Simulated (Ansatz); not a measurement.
# CH₆AlNS: one species, many methods

One table from this session's results is given with a row withheld; the runs are named, their logs left out.

Program: Ansatz 0.2.0, Gaussian basis. Level of theory: functionals in def2-TZVPP, the program's frozen cores in correlated methods. These are calculated values, not measurements.

Levels to be run: LDA (SPW92), PBE-D4, revPBE-D4, BLYP-D4, r2SCAN-D4, B97M-V, PBE0-D4, B3LYP-D4, r2SCANh-D4, r2SCAN0-D4, HSE06-D4, BHLYP-D4, CAM-B3LYP-D4, LC-ωPBE, ωB97X-V, ωB97M-V, B2PLYP, PBE-QIDH; CCSD(T)/def2-SVP; CCSD(T)/def2-TZVPP; CCSD(T)/def2-QZVPP; extrapolation to the limit; RPA on PBE.

## Structure used throughout

An earlier PBE0-D4 in a triple-zeta def2 set relaxation fixed the geometry.

SMILES `[CH3][Al]([NH2])[SH]`, 10 atoms, charge 0, spin multiplicity 1.

Atoms are counted from 1 here; the program's logs count them from 0.

Bond lengths: C1–Al2 1.943 Å, C1–H5 1.094 Å, C1–H6 1.094 Å, C1–H7 1.093 Å, Al2–N3 1.767 Å, Al2–S4 2.196 Å, N3–H8 1.007 Å, N3–H9 1.006 Å, S4–H10 1.344 Å. Angles: Al2–C1–H5 110.9°, Al2–C1–H6 111.2°, Al2–C1–H7 112.0°, H5–C1–H6 106.9°, H5–C1–H7 107.7°, H6–C1–H7 107.9°, C1–Al2–N3 122.2°, C1–Al2–S4 119.2°, N3–Al2–S4 118.6°, Al2–N3–H8 123.9°, Al2–N3–H9 126.1°, H8–N3–H9 110.1°, Al2–S4–H10 94.1°.

The first run:

File in.yaml:

```yaml
crystal:
  periodic: [false, false, false]
  atoms:
    - {symbol: C, position_ang: [-1.385658, 1.036556, 0.160300]}
    - {symbol: Al, position_ang: [0.265401, 0.059833, -0.146249]}
    - {symbol: N, position_ang: [0.531168, -1.566623, 0.492030]}
    - {symbol: S, position_ang: [1.858441, 0.996578, -1.331660]}
    - {symbol: H, position_ang: [-1.943340, 1.164224, -0.772441]}
    - {symbol: H, position_ang: [-1.185976, 2.038532, 0.550733]}
    - {symbol: H, position_ang: [-2.039623, 0.523955, 0.870453]}
    - {symbol: H, position_ang: [-0.143711, -2.069376, 1.045430]}
    - {symbol: H, position_ang: [1.358438, -2.125423, 0.364287]}
    - {symbol: H, position_ang: [2.684859, -0.058256, -1.232894]}
basis:
  gaussian: {orbitals: def2-TZVPP}
hamiltonian: {xc: lda}
output: {orbitals: {seedname: orbitals}}
```

Command:

```console
ansatz run in.yaml --threads 2 --pin off --events-out ev --progress --plain --max-ram 32768MiB --backend cpu
```

Steps of the session up to this table: LDA; PBE-D4 (GGA); revPBE-D4 (GGA); BLYP-D4 (GGA); r2SCAN-D4 (meta-GGA); B97M-V (meta-GGA); PBE0-D4 (hybrid); B3LYP-D4 (hybrid); r2SCANh-D4 (hybrid); r2SCAN0-D4 (hybrid); HSE06-D4 (hybrid); BHLYP-D4 (hybrid); CAM-B3LYP-D4 (range-separated); LC-ωPBE (range-separated); ωB97X-V (range-separated); ωB97M-V (range-separated); B2PLYP (double hybrid); PBE-QIDH (double hybrid).

One table of the session follows, with a row left open; its other results are not shown here.

It belongs to the step «Frontier levels by functional». 

| functional | HOMO (eV) | gap (eV) |
| --- | --- | --- |
| LDA (SPW92) | -6.02 | 5.14 |
| PBE-D4 | -5.87 | 5.17 |
| revPBE-D4 | -5.82 | 5.22 |
| BLYP-D4 | -5.72 | 5.04 |
| r2SCAN-D4 | -6.17 | 6.00 |
| B97M-V | -6.21 | 5.67 |
| PBE0-D4 | -7.17 | 7.24 |
| B3LYP-D4 | -6.91 | 6.69 |
| r2SCANh-D4 | -6.65 | 6.72 |
| r2SCAN0-D4 | -7.37 | 7.77 |
| HSE06-D4 | -6.77 | 6.48 |
| BHLYP-D4 | ? | ? |
| CAM-B3LYP-D4 | -8.51 | 9.38 |
| LC-ωPBE | -9.95 | 12.07 |
| ωB97X-V | -9.56 | 11.45 |
| ωB97M-V | -9.40 | 10.90 |

Estimate the missing values for BHLYP-D4.

Worked estimate for «HOMO (eV)». Against the share of exact exchange, BLYP-D4 (0, -5.72), B3LYP-D4 (0.2, -6.91) give a slope of -5.95 per unit share; at 0.5 the line stands at -8.69.

As computed: HOMO (eV): -8.29; gap (eV): 9.00. In «HOMO (eV)» the line misses by -0.40.
